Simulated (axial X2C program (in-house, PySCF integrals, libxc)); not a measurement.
# CoNC⁺: the levels of the configuration d7 s0 p(π)0

Which Ω levels does CoNC⁺ have in the configuration d7 s0 p(π)0, and how far apart?

Method: two-component X2C, average-of-configuration Hartree–Fock and CI in the open shells; program: an in-house X2C program for linear molecules on PySCF integrals.

All values are calculated.

### Step 1. The job

task.json reads:

```json
{
 "zs": [
  27,
  7,
  6
 ],
 "q": 1,
 "bas": [
  "dyall-v3z",
  "dyall-v3z",
  "dyall-v3z"
 ],
 "r0": 1.82,
 "metal": 0,
 "shells": [
  [
   2,
   [
    0,
    1,
    2
   ],
   7
  ],
  [
   0,
   [
    0
   ],
   0
  ],
  [
   1,
   [
    1
   ],
   0
  ]
 ],
 "fix": 0,
 "emax": 3.2,
 "nroots": 4,
 "r2": 1.17,
 "opt": {
  "cfac": 2
 }
}
```

Keys: zs atomic numbers; q charge; bas basis sets; r0 starting distance in Å; metal index of the metal atom; shells open shells as [l, |m| values, electrons]; fix electron count of the first shell held; emax energy window in eV; nroots roots for each Ω; r2 second bond in Å, held; cfac factor on the speed of light (100 gives the non-relativistic limit).

Run with:

```console
$ python soci.py task.json out
```

Two-component X2C with atomic mean-field Coulomb and Gaunt terms, basis Co dyall-v3z, N dyall-v3z, C dyall-v3z (cores contracted in-house). Orbitals come from Hartree–Fock averaged over the configuration Co d7 s0 p(π)0; CI then distributes these electrons over the d, s, p(π) shells of Co. The speed of light was multiplied by 2, so these are model numbers.

### Step 2. CI at Co–N–C held linear, bonds 1.836 and 1.170 Å (the second held)

Q: Predict the outcome of this session. Wanted: lowest level of the model; next level; lowest curve, Re and ωe.

As calculated:

| quantity | value |
| --- | --- |
| lowest level of the model | Ω = 9/2, g∥ = 12.01, 100% d7 |
| next level | Ω = 7/2, 121 cm⁻¹ higher |
| lowest curve, Re and ωe | 1.835 Å, 614.6 cm⁻¹ |

**Reading.** In the lowest level ⟨Sz⟩ = 1.50 and ⟨Lz⟩ = 3.00; its leading determinant has weight 1.00 among 463. From 1.836 to 2.166 Å the gap from the lowest to the fifth level goes from 1543 to 1126 cm⁻¹. Without dynamic correlation distances can be off by several hundredths of an Å, and the wavenumbers are rough. Dynamic correlation is missing, so gaps between terms are too wide and other configurations may lie lower; the lowest level listed is that of this model, not necessarily the ground state. For d shells the ligand-field splittings (σ, π, δ) and their order can be off by a thousand cm⁻¹ or more. At most 4 roots were kept for each Ω > 0 (twice that for Ω = 0) within 3.2 eV of the lowest, so higher up levels can be missing between those listed; levels with Ω > 0 are doubly degenerate and listed once, Ω = 0 levels singly. Some active spinors are only partly of the character that their shell is named for, so the shell names and counts are nominal. States that fill the shells left empty in the average are placed too high. The molecule was held linear; bending was not examined.
